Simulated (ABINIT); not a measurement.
# Ag in ABINIT: a series of runs

One slab, Ag, is run at these levels: PBE, LDA; tasks: work function, band structure.

Program: ABINIT 10.8.3 (patched build). These are calculated values, not measurements. Logs are shortened: lines on timing, memory, paths and dates and some standing lists are left out, and cuts for length are marked. The log counts tension as positive stress, the text compression.

**1. The structure**

The cell holds a slab with vacuum, 6 atoms: a = 2.889 Å, b = 2.889 Å, c = 25.215 Å, α = 90.00°, β = 90.00°, γ = 90.00°.

The slab is cut from a database's or a generator's crystal, which needn't be the stable form of the element.

**2. Work function, PBE**

The input, run.abi:

```
pp_dirpath "./"
pseudos "Ag.GGA_PBE-JTH.xml"

acell 5.4601363597 5.4601363597 47.6503890955
rprim
     1.0000000000     0.0000000000     0.0000000000
     0.0000000000     1.0000000000     0.0000000000
     0.0000000000     0.0000000000     1.0000000000
ntypat 1
znucl 47
natom 6
typat 1 1 1 1 1 1
xcart
     1.4446898650     1.4446898650     7.3374646489
     0.0000000000     0.0000000000     9.4082747265
     1.4446898650     1.4446898650    11.5372995768
     0.0000000000     0.0000000000    13.6782006754
     1.4446898650     1.4446898650    15.8072252735
     0.0000000000     0.0000000000    17.8780353511 Angstrom
chkprim 0
chksymtnons 0
tolsym 1.0e-6

ecut 17.0
pawecutdg 34.0
pawxcdev 0

kptopt 1
ngkpt 9 9 1
nshiftk 1
shiftk 0.0 0.0 0.0

ixc 11

nband 40
occopt 3
tsmear 0.00183747

nstep 120
tolvrs 1.0e-9

iomode 3
prtwf 0
prteig 0
prtebands 0
prtden 1
prtvha 1
prtvclmb 1
prtpot 1
```

Potentials or basis: JTH PAW PBE v2.0.

Run with:

```bash
> mpirun --bind-to none -np 4 abinit run.abi > log 2>&1
```

run.abo:

```text
.Version 10.8.3 of ABINIT
 Symmetries : space group P4/n m m (#129); Bravais tP (primitive tetrag.)
================================================================================
 Values of the parameters that define the memory need of the present run
     intxc =       0    ionmov =       0      iscf =      17    lmnmax =      18
     lnmax =       6     mgfft =     180  mpssoang =       3    mqgrid =   12508
     natom =       6  nloc_mem =       2    nspden =       1   nspinor =       1
    nsppol =       1      nsym =      16    n1xccc =       1    ntypat =       1
    occopt =       3   xclevel =       2
       mpw =        4790          nfft =      103680          nkpt =          15
Pmy_natom=         2
 PAW method is used; the additional fine FFT grid is defined by:
   mgfftf=       256    nfftf =    230400
================================================================================
================================================================================

--------------------------------------------------------------------------------
------------- Echo of variables that govern the present computation ------------
--------------------------------------------------------------------------------
 -outvars: echo values of preprocessed input variables --------
            acell      5.4601363597E+00  5.4601363597E+00  4.7650389096E+01 Bohr
              amu      1.07868200E+02
          chkprim           0
      chksymtnons           0
             ecut      1.70000000E+01 Hartree
              ixc          11
         kptrlatt        9    0    0      0    9    0      0    0    1
          kptrlen      4.91412272E+01
            natom           6
            nband          40
            ngfft          24      24     180
          ngfftdg          30      30     256
             nkpt          15
            nstep         120
             nsym          16
           ntypat           1
           occopt           3
        pawecutdg      3.40000000E+01 Hartree
         pawxcdev           0
        prtebands           0
           prteig           0
           prtpot           1
         prtvclmb           1
           prtvha           1
            prtwf           0
          spgroup         129
           tolsym      1.00000000E-06
           tolvrs      1.00000000E-09
           tsmear      1.83747000E-03 Hartree
            typat      1  1  1  1  1  1
           useylm           1
           xangst      1.4446898645E+00  1.4446898645E+00  7.3374646489E+00
                       4.9602081361E-10  4.9602081361E-10  9.4082747265E+00
                       1.4446898645E+00  1.4446898645E+00  1.1537299451E+01
                       4.9602081361E-10  4.9602081361E-10  1.3678200549E+01
                       1.4446898645E+00  1.4446898645E+00  1.5807225274E+01
                       4.9602081361E-10  4.9602081361E-10  1.7878035351E+01
            xcart      2.7300681808E+00  2.7300681808E+00  1.3865798645E+01
                       9.3734349047E-10  9.3734349047E-10  1.7779062550E+01
                       2.7300681808E+00  2.7300681808E+00  2.1802336194E+01
                       9.3734349047E-10  9.3734349047E-10  2.5848052933E+01
                       2.7300681808E+00  2.7300681808E+00  2.9871326577E+01
                       9.3734349047E-10  9.3734349047E-10  3.3784590483E+01
             xred      5.0000000017E-01  5.0000000017E-01  2.9099025020E-01
                       1.7167034461E-10  1.7167034461E-10  3.7311474025E-01
                       5.0000000017E-01  5.0000000017E-01  4.5754791531E-01
                       1.7167034461E-10  1.7167034461E-10  5.4245208537E-01
                       5.0000000017E-01  5.0000000017E-01  6.2688526042E-01
                       1.7167034461E-10  1.7167034461E-10  7.0900975048E-01
            znucl       47.00000

================================================================================

 chkinp: Checking input parameters for consistency.

================================================================================
== DATASET  1 ==================================================================

--- !DatasetInfo
iteration_state: {dtset: 1, }
dimensions: {natom: 6, nkpt: 15, mband: 40, nsppol: 1, nspinor: 1, nspden: 1, mpw: 4790, }
cutoff_energies: {ecut:  17.0, pawecutdg:  34.0, }
electrons: {nelect:   6.60000000E+01, charge:   0.00000000E+00, occopt:   3.00000000E+00, tsmear:   1.83747000E-03, }
meta: {optdriver: 0, ionmov: 0, optcell: 0, iscf: 17, paral_kgb: 0, }
...

 Exchange-correlation functional for the present dataset will be:
  GGA: Perdew-Burke-Ernzerhof functional - ixc=11
  J.P.Perdew, K.Burke, M.Ernzerhof, PRL 77, 3865 (1996)

[... 124 lines left out ...]
       0.500000000172      0.500000000172      0.457547915311
       0.000000000172      0.000000000172      0.542452085367
       0.500000000172      0.500000000172      0.626885260424
       0.000000000172      0.000000000172      0.709009750480
 rms dE/dt=  9.0364E-04; max dE/dt=  2.1027E-03; dE/dt below (all hartree)
    1       0.000000000000      0.000000000000     -0.000659025495
    2       0.000000000000      0.000000000000     -0.002102655911
    3       0.000000000000      0.000000000000      0.001579126694
    4      -0.000000000000     -0.000000000000     -0.001579126694
    5       0.000000000000     -0.000000000000      0.002102655911
    6       0.000000000000      0.000000000000      0.000659025495

 cartesian coordinates (angstrom) at end:
    1      1.44468986450398     1.44468986450398     7.33746464890000
    2      0.00000000049602     0.00000000049602     9.40827472650000
    3      1.44468986450398     1.44468986450398    11.53729945070000
    4      0.00000000049602     0.00000000049602    13.67820054930001
    5      1.44468986450398     1.44468986450398    15.80722527350000
    6      0.00000000049602     0.00000000049602    17.87803535110000

 cartesian forces (hartree/bohr) at end:
    1      0.00000000000000     0.00000000000000     0.00001383043261
    2     -0.00000000000000    -0.00000000000000     0.00004412673119
    3     -0.00000000000000    -0.00000000000000    -0.00003313984889
    4      0.00000000000000     0.00000000000000     0.00003313984889
    5     -0.00000000000000     0.00000000000000    -0.00004412673119
    6      0.00000000000000     0.00000000000000    -0.00001383043261
 frms,max,avg= 1.8963998E-05 4.4126731E-05   0.000E+00  0.000E+00  0.000E+00 h/b

 cartesian forces (eV/Angstrom) at end:
    1      0.00000000000000     0.00000000000000     0.00071118943947
    2     -0.00000000000000    -0.00000000000000     0.00226908775015
    3     -0.00000000000000    -0.00000000000000    -0.00170411954675
    4      0.00000000000000     0.00000000000000     0.00170411954675
    5     -0.00000000000000     0.00000000000000    -0.00226908775015
    6      0.00000000000000     0.00000000000000    -0.00071118943947
 frms,max,avg= 9.7516797E-04 2.2690878E-03   0.000E+00  0.000E+00  0.000E+00 e/A
 length scales=  5.460136359700  5.460136359700 47.650389095500 bohr
              =  2.889379728016  2.889379728016 25.215499982893 angstroms
 Fermi (or HOMO) energy (hartree) =  -0.01232   Average Vxc (hartree)=  -0.25094
 Eigenvalues (hartree) for nkpt=  15  k points:
 kpt#   1, nband= 40, wtk=  0.01235, kpt=  0.0000  0.0000  0.0000 (reduced coord)
  -0.28007   -0.25751   -0.23740   -0.23386   -0.23281   -0.22679   -0.22130   -0.21674
  -0.21580   -0.20374   -0.19327   -0.19019   -0.17824   -0.17824   -0.16908   -0.16908
  -0.15973   -0.15756   -0.15467   -0.15467   -0.15217   -0.14353   -0.13939   -0.13804
  -0.13804   -0.13341   -0.12736   -0.12459   -0.12326   -0.12326   -0.11984   -0.11943
  -0.11675   -0.11675   -0.06502    0.00107    0.03384    0.13223    0.14566    0.18889
      occupation numbers for kpt#   1
   2.00000    2.00000    2.00000    2.00000    2.00000    2.00000    2.00000    2.00000
   2.00000    2.00000    2.00000    2.00000    2.00000    2.00000    2.00000    2.00000
   2.00000    2.00000    2.00000    2.00000    2.00000    2.00000    2.00000    2.00000
   2.00000    2.00000    2.00000    2.00000    2.00000    2.00000    2.00000    2.00000
   2.00000    2.00000    2.00000    0.00137    0.00000    0.00000    0.00000    0.00000
 prteigrs : prtvol=0 or 1, do not print more k-points.

--- !EnergyTerms
iteration_state     : {dtset: 1, }
comment             : Components of total free energy in Hartree
kinetic             :  6.05863796146599E+01
hartree             :  9.42450874476263E+02
xc                  : -7.34483569783503E+01
Ewald energy        :  7.12122403208454E+02
psp_core            :  1.12725107958910E+01
local_psp           : -1.91469382555397E+03
PAW spherical_terms :  3.24163919391874E+01
internal            : -2.29293622497867E+02
'-kT*entropy'       : -3.69929073339467E-04
total_energy        : -2.29293992426940E+02
total_energy_eV     : -6.23940739181251E+03
...

--- !EnergyTermsDC
iteration_state     : {dtset: 1, }
comment             : '"Double-counting" decomposition of free energy'
band_energy         : -1.08111246442073E+01
Ewald energy        :  7.12122403208454E+02
psp_core            :  1.12725107958910E+01
xc_dc               : -9.92781824890801E+02
PAW spherical_terms :  5.09044280689129E+01
internal            : -2.29293607461750E+02
'-kT*entropy'       : -3.69929073339467E-04
total_energy_dc     : -2.29293977390823E+02
total_energy_dc_eV  : -6.23940698265893E+03
...

--- !EnergyTermsWithPAWCore
iteration_state     : {dtset: 1, }
comment             : 'Components of total free energy, including PAW core contributions'
Total energy        : -3.18967741107885E+04
Total energy DC     : -3.18967740957524E+04
Total energy (eV)   : -8.67955440329473E+05
Total energy DC (eV): -8.67955439920319E+05
...

 Cartesian components of stress tensor (hartree/bohr^3)
  sigma(1 1)=  4.43094832E-06  sigma(3 2)=  0.00000000E+00
  sigma(2 2)=  4.43094832E-06  sigma(3 1)=  0.00000000E+00
  sigma(3 3)= -6.19023872E-08  sigma(2 1)=  0.00000000E+00

-Cartesian components of stress tensor (GPa)         [Pressure= -8.6302E-02 GPa]
- sigma(1 1)=  1.30363000E-01  sigma(3 2)=  0.00000000E+00
- sigma(2 2)=  1.30363000E-01  sigma(3 1)=  0.00000000E+00
- sigma(3 3)= -1.82123111E-03  sigma(2 1)=  0.00000000E+00

== END DATASET(S) ==============================================================
================================================================================

 -outvars: echo values of variables after computation  --------
            acell      5.4601363597E+00  5.4601363597E+00  4.7650389096E+01 Bohr
           etotal     -2.2929397739E+02
            fcart      1.1558112886E-30  4.8158803691E-32  1.3830432612E-05
                      -3.4674338658E-30 -3.7082278842E-30  4.4126731187E-05
                      -3.4674338658E-30 -4.5750863507E-30 -3.3139848886E-05
                       5.7790564429E-30  4.6714039580E-30  3.3139848886E-05
                      -1.1558112886E-30  3.5155926695E-30 -4.4126731187E-05
                       1.1558112886E-30  4.8158803691E-32 -1.3830432612E-05
           strten      4.4309483171E-06  4.4309483171E-06 -6.1902387178E-08
                       0.0000000000E+00  0.0000000000E+00  0.0000000000E+00
           xangst      1.4446898645E+00  1.4446898645E+00  7.3374646489E+00
                       4.9602081361E-10  4.9602081361E-10  9.4082747265E+00
                       1.4446898645E+00  1.4446898645E+00  1.1537299451E+01
                       4.9602081361E-10  4.9602081361E-10  1.3678200549E+01
                       1.4446898645E+00  1.4446898645E+00  1.5807225274E+01
                       4.9602081361E-10  4.9602081361E-10  1.7878035351E+01
             xred      5.0000000017E-01  5.0000000017E-01  2.9099025020E-01
                       1.7167034461E-10  1.7167034461E-10  3.7311474025E-01
                       5.0000000017E-01  5.0000000017E-01  4.5754791531E-01
                       1.7167034461E-10  1.7167034461E-10  5.4245208537E-01
                       5.0000000017E-01  5.0000000017E-01  6.2688526042E-01
                       1.7167034461E-10  1.7167034461E-10  7.0900975048E-01
 Calculation completed.
```

Run time: 82 s. Hardware: 4 MPI ranks of Arm Neoverse V1, shared host; peak memory 0.68 GiB.

Results:

```yaml
Free_energy: -6239.4070 eV
Band_gap_on_the_k_mesh: none (metal or under the smearing width)
Valence_electrons_inside_the_program's_atomic_spheres: Ag 9.73, 9.78 (radii [1.331] Å)
Work_function: 4.30 eV
```

Forces in eV/Å, atoms in the order of the input:
```
Ag   0.000  0.000  0.001
Ag   0.000  0.000  0.002
Ag   0.000  0.000 -0.002
Ag   0.000  0.000  0.002
Ag   0.000  0.000 -0.002
Ag   0.000  0.000 -0.001
```

[end of part 1 of 2]
